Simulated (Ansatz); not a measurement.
# CsI2: the cost of one run

Program: Ansatz 0.2.0. Level of theory: DFT PBE, scalar-relativistic, plane waves, PAW. These are calculated values, not measurements.

**1. The structure to begin with**

The structure is cubic, space group Fd-3m (No. 227). The conventional cell has a = 10.479 Å, b = 10.479 Å, c = 10.479 Å, α = 90.00°, β = 90.00°, γ = 90.00°. Cs (site symmetry -43m) is surrounded by 12 I at 4.34 Å. I (site symmetry -3m) is surrounded by 6 I at 3.70 Å and 6 Cs at 4.34 Å.

As a file:

```
CELL_PARAMETERS angstrom
0.00000 5.23960 5.23960
5.23960 0.00000 5.23960
5.23960 5.23960 0.00000
ATOMIC_POSITIONS crystal
Cs 0.50000 0.50000 0.50000
Cs 0.75000 0.75000 0.75000
I 0.12500 0.12500 0.12500
I 0.62500 0.12500 0.12500
I 0.12500 0.62500 0.12500
I 0.12500 0.12500 0.62500
```

A structure generator made this guess: species swapped into a database cell of SmRu2 (Fd-3m, No. 227), with Cs on the Sm sites and I on the Ru sites. Its size is a rough estimate.

**2. The guess as it stands, on a coarse mesh**

Contents of input.yaml:

```yaml
crystal:
  lattice:
    - [0.0, 5.23960356, 5.23960356]
    - [5.23960356, 0.0, 5.23960356]
    - [5.23960356, 5.23960356, 0.0]
  atoms:
    - { symbol: Cs, position: [0.5, 0.5, 0.5] }
    - { symbol: Cs, position: [0.75, 0.75, 0.75] }
    - { symbol: I, position: [0.125, 0.125, 0.125] }
    - { symbol: I, position: [0.625, 0.125, 0.125] }
    - { symbol: I, position: [0.125, 0.625, 0.125] }
    - { symbol: I, position: [0.125, 0.125, 0.625] }
basis:
  ecutwfc: 420
kpoints:
  mp_grid: { grid: [4, 4, 4] }
hamiltonian:
  xc: pbe
scf:
  occupations: { method: gaussian, width: 0.1 }
  lower_state_search: "off"
output:
  forces: true
  stress: true
  eigenvalues: true
```

Started as:

```bash
$ ansatz run input.yaml --threads 1 --pin off --max-ram 2560MiB --backend cpu --events-out ev --progress --plain --runs-dir out
```

Q: Estimate wall time and peak memory on 1 thread of Intel Xeon Platinum 8259CL at 2.50GHz (Skylake/Cascade Lake), shared host.

About 8.3 s, with a peak of 0.56 GiB.
